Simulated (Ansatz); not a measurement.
**C2Cl2GeN2: how energies converge with the basis set**

An exercise on one series of results from a longer session: the logs are not shown, and one member is left open.

Method: one geometry, several basis sets; program: Ansatz 0.2.0, Gaussian basis.

Levels to be run: PBE0-D4/def2-SVP; ωB97M-V/def2-SVP; PBE0-D4/def2-QZVPP; ωB97M-V/def2-QZVPP; the functionals' def2-TZVPP values are taken from earlier runs.

### The relaxed structure

An earlier PBE0-D4 in a triple-zeta def2 set relaxation fixed the geometry.

7 atoms, charge 0, spin multiplicity 1.

Atoms are counted from 1 here; the program's logs count them from 0.

Bond lengths: N1–C2 1.150 Å, C2–Ge3 1.904 Å, Ge3–Cl4 2.106 Å, Ge3–Cl5 2.106 Å, Ge3–C6 1.904 Å, C6–N7 1.150 Å. Angles: N1–C2–Ge3 179.4°, C2–Ge3–Cl4 109.2°, C2–Ge3–Cl5 109.2°, C2–Ge3–C6 108.7°, Cl4–Ge3–Cl5 111.4°, Cl4–Ge3–C6 109.2°, Cl5–Ge3–C6 109.2°, Ge3–C6–N7 179.4°.

The first run:

The input, in.yaml:

```yaml
crystal:
  periodic: [false, false, false]
  atoms:
    - {symbol: N, position_ang: [1.736941, -1.666348, 1.449510]}
    - {symbol: C, position_ang: [0.986109, -1.114131, 0.775084]}
    - {symbol: Ge, position_ang: [-0.260746, -0.217384, -0.350428]}
    - {symbol: Cl, position_ang: [-2.181958, -1.019068, -0.030807]}
    - {symbol: Cl, position_ang: [0.338738, -0.434871, -2.357720]}
    - {symbol: C, position_ang: [-0.271785, 1.632177, 0.101877]}
    - {symbol: N, position_ang: [-0.286198, 2.751623, 0.366783]}
basis:
  gaussian: {orbitals: def2-SVP}
hamiltonian: {xc: pbe0, dispersion: d4}
output: {orbitals: {seedname: orbitals}}
```

Launch:

```
ansatz run in.yaml --threads 4 --pin off --events-out ev --progress --plain --max-ram 11315MiB
```

Steps of the session up to this table: PBE0-D4 in def2-SVP; ωB97M-V in def2-SVP; PBE0-D4 in def2-QZVPP; ωB97M-V in def2-QZVPP.

One of the session's tables, all rows but one given; the rest of the session is left out.

It belongs to the step «Density functionals: the series». 

| functional | basis | HOMO (eV) | LUMO (eV) |
| --- | --- | --- | --- |
| PBE0-D4 | def2-SVP | -10.24 | -2.19 |
| PBE0-D4 | def2-TZVPP | ? | ? |
| PBE0-D4 | def2-QZVPP | -10.39 | -2.40 |
| ωB97M-V | def2-SVP | -12.45 | 0.00 |
| ωB97M-V | def2-TZVPP | -12.63 | -0.25 |
| ωB97M-V | def2-QZVPP | -12.66 | -0.34 |

**Question.** Estimate the row for PBE0-D4, def2-TZVPP.

**Answer.** HOMO (eV): -10.37; LUMO (eV): -2.36. In the column «HOMO (eV)» it lies between PBE0-D4, def2-QZVPP (-10.39) and PBE0-D4, def2-SVP (-10.24).
